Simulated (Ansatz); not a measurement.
# KMnF3: the cost of one run

Computed with Ansatz 0.2.0 through its Python package. Level of theory: DFT LDA, plane waves, PAW.

**1. The structure**

The structure is cubic, space group Pm-3m (No. 221). The conventional cell has a = 4.189 Å, b = 4.189 Å, c = 4.189 Å, α = 90.00°, β = 90.00°, γ = 90.00°. K (site symmetry m-3m) is surrounded by 12 F at 2.96 Å. Mn (site symmetry m-3m) is surrounded by 6 F at 2.09 Å. F (site symmetry 4/mmm) has 2 Mn at 2.09 Å and 4 K at 2.96 Å in its first shell of neighbours.

Input file kmnf3.cif:

```cif
data_KMnF3
_cell_length_a 4.189300
_cell_length_b 4.189300
_cell_length_c 4.189300
_cell_angle_alpha 90.00000
_cell_angle_beta 90.00000
_cell_angle_gamma 90.00000
_symmetry_space_group_name_H-M 'P 1'
_symmetry_Int_Tables_number 1
loop_
_symmetry_equiv_pos_as_xyz
'x, y, z'
loop_
_atom_site_label
_atom_site_type_symbol
_atom_site_fract_x
_atom_site_fract_y
_atom_site_fract_z
K1 K    0.500000    0.500000    0.500000
Mn2 Mn    0.000000    0.000000    0.000000
F3 F    0.500000    0.000000    0.000000
F4 F    0.000000    0.500000    0.000000
F5 F    0.000000    0.000000    0.500000
```

**2. The script**

Input file vcrelax.py:

```python
"""Cell relaxation of KMnF3."""

import warnings

import ansatz
from ase import Atoms
from ase.io import read
from ase.neighborlist import neighbor_list
import matplotlib.pyplot as plt
import numpy as np

SMEARING = "Fermi-Dirac"
SMEARING_WIDTH = 0.1
TOLERANCE = 1e-09

def edges_and_angles(cell):
    cell = np.asarray(cell)
    a, b, c = np.linalg.norm(cell, axis=1)
    cosines = cell[1] @ cell[2] / (b * c), cell[0] @ cell[2] / (a * c), cell[0] @ cell[1] / (a * b)
    return (a, b, c, *np.degrees(np.arccos(cosines)))

warnings.simplefilter("ignore", ansatz.DeckWarning)

atoms = read("kmnf3.cif")
kmnf3 = ansatz.Crystal.from_ase(atoms).moments(Mn=4)

# edges free, angles fixed
setup = (
    kmnf3.calculation()
    .functional(ansatz.Functional.LDA)
    .pseudopotentials("paw")
    .kpoints(7)
    .occupations(SMEARING, width=SMEARING_WIDTH)
    .spin("collinear")
    .scf(tolerance=TOLERANCE)
    .relax(fix_cell=["angles"])
    .density_of_states(energy_step=0.05, method="smearing", broadening_width=0.2, projected=True)
)
steps = []


def collect(event):
    if event["event"] == "relax_step":
        steps.append(event["data"])


result = setup.session().plan().execute(on_event=collect)
report = result.report
print("step   energy (eV)     max comp. (eV/A)   P (GPa)  SCF")
for s in steps:
    print(f"{s['step']:4d} {s['lagrangian_ev']:15.5f} {s['allowed_force_max_ev_ang']:12.4f} {s['pressure_gpa']:10.3f} {s['n_scf']:5d}")

first, last = steps[0], steps[-1]
symbols = [site.symbol for site in result.lattice.sites]
print(f"energy gained {first['lagrangian_ev'] - last['lagrangian_ev']:.4f} eV in {len(steps) - 1} steps")
for label, vectors in (("before", first["cell_ang"]), ("after", result.lattice.cell_ang)):
    print(label, "a b c (A) {:.4f} {:.4f} {:.4f}  angles {:.2f} {:.2f} {:.2f}".format(*edges_and_angles(vectors)), f" V = {abs(np.linalg.det(vectors)):.3f} A^3")
print("final stress xx yy zz (GPa, compression positive):", np.round(np.diag(report["stress_gpa"]), 3) + 0.0)

final = Atoms(symbols, positions=last["positions_ang"], cell=result.lattice.cell_ang, pbc=True)
i, j, d = neighbor_list("ijd", final, 4.5)
print("neighbours within 1.15 times the shortest distance of each atom (A)")
for atom in range(len(final)):
    near = [m for m in np.argsort(d) if i[m] == atom]
    shell = [m for m in near if d[m] < 1.15 * d[near[0]]]
    print(f"{symbols[atom]}{atom} ({len(shell)}):", ", ".join(f"{symbols[j[m]]} {d[m]:.3f}" for m in shell))

fig, (top, bottom) = plt.subplots(2, 1, sharex=True, figsize=(4.5, 4))
top.plot([s["lagrangian_ev"] - last["lagrangian_ev"] for s in steps], "o-")
top.set_ylabel("E - E(final) (eV)")
bottom.semilogy([max(s["allowed_force_max_ev_ang"], 1e-6) for s in steps], "s-")
bottom.set(xlabel="step", ylabel="largest force (eV/A)")
fig.tight_layout()
fig.savefig("relax.png", dpi=100)

energy = report["free_energy_ev"]
print("F of the KMnF3 cell: {:.6f} eV = {:.6f} Ry = {:.6f} Ha".format(energy, energy / 13.605693, energy / 27.211386))
print("Fermi level {:.4f} eV, {} k-points, {} symmetry operations".format(report["fermi_energy_ev"], report["n_kpoints"], report["n_symmetry_ops"]))

dos = result.density_of_states()
energy = np.asarray(dos.energies_ev) - dos.fermi_ev
projected = result.projected_density_of_states()
# electrons in each projected shell, from the curves below the Fermi level
step = energy[1] - energy[0]
for index, site in enumerate(projected.sites):
    for shell in site.shells:
        curve = sum(np.sum(part.g_bin_mean_per_ev, axis=0) for part in shell.curves)
        print(f"site {index} {site.species:2s} {shell.label:3s} filled {curve[energy <= 0].sum() * step:7.3f}  at E_F {np.interp(0, energy, curve):7.3f} /eV")

print(f"net moment {report['magnetization_mub']:.3f} muB, absolute {report['absolute_magnetization_mub']:.3f} muB")
for index, (site, m) in enumerate(zip(result.lattice.sites, report["site_moments_mub"])):
    print(f"  {index:2d} {site.symbol:2s} {m:7.3f}")
```

**3. The input behind the calls**

The engine receives this input:

```yaml
crystal:
  lattice:
    - [4.1893, 0.0, 0.0]
    - [0.0, 4.1893, 0.0]
    - [0.0, 0.0, 4.1893]
  atoms:
    - { symbol: K, position: [0.5, 0.5, 0.5] }
    - { symbol: Mn, position: [0.0, 0.0, 0.0] }
    - { symbol: F, position: [0.5, 0.0, 0.0] }
    - { symbol: F, position: [0.0, 0.5, 0.0] }
    - { symbol: F, position: [0.0, 0.0, 0.5] }
kpoints:
  mp_grid:
    grid: [7, 7, 7]
hamiltonian:
  xc: lda
  pseudopotentials:
    kind: paw
magnetization:
  spin_polarized: true
  per_species:
    Mn: 4.0
scf:
  convergence:
    dr2_threshold: 1.0e-09
  occupations:
    method: fermi_dirac
    width: 0.1
relax:
  cell:
    fix: [angles]
output:
  dos:
    de: 0.05
    method:
      smearing:
        sigma: 0.2
    projected: true
```

**4. Launch**

Started as:

```sh
> python vcrelax.py
```

What time and memory should one allow on 1 thread of Arm Neoverse V2, shared host?

About 38 s, with a peak of 0.53 GiB.
